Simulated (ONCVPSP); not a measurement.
# Co: the cost of one run

Method: ONCVPSP 4.0.1.1 (patched build), LDA (Perdew-Wang 92), scalar-relativistic.

**1. Starting point**

The settings as typed:

* element: cobalt (Co, Z = 27)
* type: optimised norm-conserving Vanderbilt (ONCV)
* frozen core: [Ne]
* valence charge: 17
* reference configuration: 3s2 3p6 3d7 4s2
* partial waves: 3s+4s: rc 1.50 bohr, ncon 3, nbas 7, qcut 7.1 1/bohr, 2 projectors; 3p: rc 0.80 bohr, ncon 4, nbas 7, qcut 12.5 1/bohr, 2 projectors, debl 0.5 Ha; 3d: rc 1.65 bohr, ncon 4, nbas 8, qcut 8.7 1/bohr, 2 projectors, debl 2.2 Ha
* local potential: polynomial inside 0.50 bohr (lpopt 5, dvloc0 2 Ha)
* core correction: Teter function fitted to the true core (icmod 2), fcfact 0.5

The outer shells as boxes (Hund's rule for the drawing; the calculation is spin-unpolarised):

```
[Ne] core
3s [↑↓]
3p [↑↓][↑↓][↑↓]
3d [↑↓][↑↓][↑ ][↑ ][↑ ]
4s [↑↓]
```

**2. Generation**

The input, Co.dat:

```
# ATOM AND REFERENCE CONFIGURATION
# atsym  z   nc   nv     iexc    psfile
  Co 27.00    3    4  -001012      upf
#
#   n    l    f
    1    0    2.00
    2    0    2.00
    2    1    6.00
    3    0    2.00
    3    1    6.00
    3    2    7.00
    4    0    2.00
#
# PSEUDOPOTENTIAL AND OPTIMIZATION
# lmax
    2
#
#   l,   rc,      ep,       ncon, nbas, qcut
    0    1.50    0.00    3    7    7.10
    1    0.80    0.00    4    7   12.50
    2    1.65    0.00    4    8    8.70
#
# LOCAL POTENTIAL
# lloc, lpopt,  rc(5),   dvloc0
    4    5    0.50    2.00
#
# VANDERBILT-KLEINMAN-BYLANDER PROJECTORs
# l, nproj, debl
    0    2    1.50
    1    2    0.50
    2    2    2.20
#
# MODEL CORE CHARGE
# icmod, fcfact, rcfact
    2    0.50    0.90
#
# LOG DERIVATIVE ANALYSIS
# epsh1, epsh2, depsh
   -5.00    5.00    0.04
#
# OUTPUT GRID
# rlmax, drl
    6.00    0.01
#
# TEST CONFIGURATIONS
# ncnf
    4
# nvcnf
#   n    l    f
    4
    3    0    2.00
    3    1    6.00
    3    2    7.00
    4    0    1.00
#
    4
    3    0    2.00
    3    1    6.00
    3    2    7.00
    4    0    0.00
#
    4
    3    0    2.00
    3    1    6.00
    3    2    6.00
    4    0    0.00
#
    4
    3    0    2.00
    3    1    6.00
    3    2    7.50
    4    0    1.50
#
```

Run with:

```console
$ oncvpsp.x < Co.dat > Co.out
```

**Question.** How long does this run take on 1 thread of Neoverse-N1, shared host?

About 4.8 s.
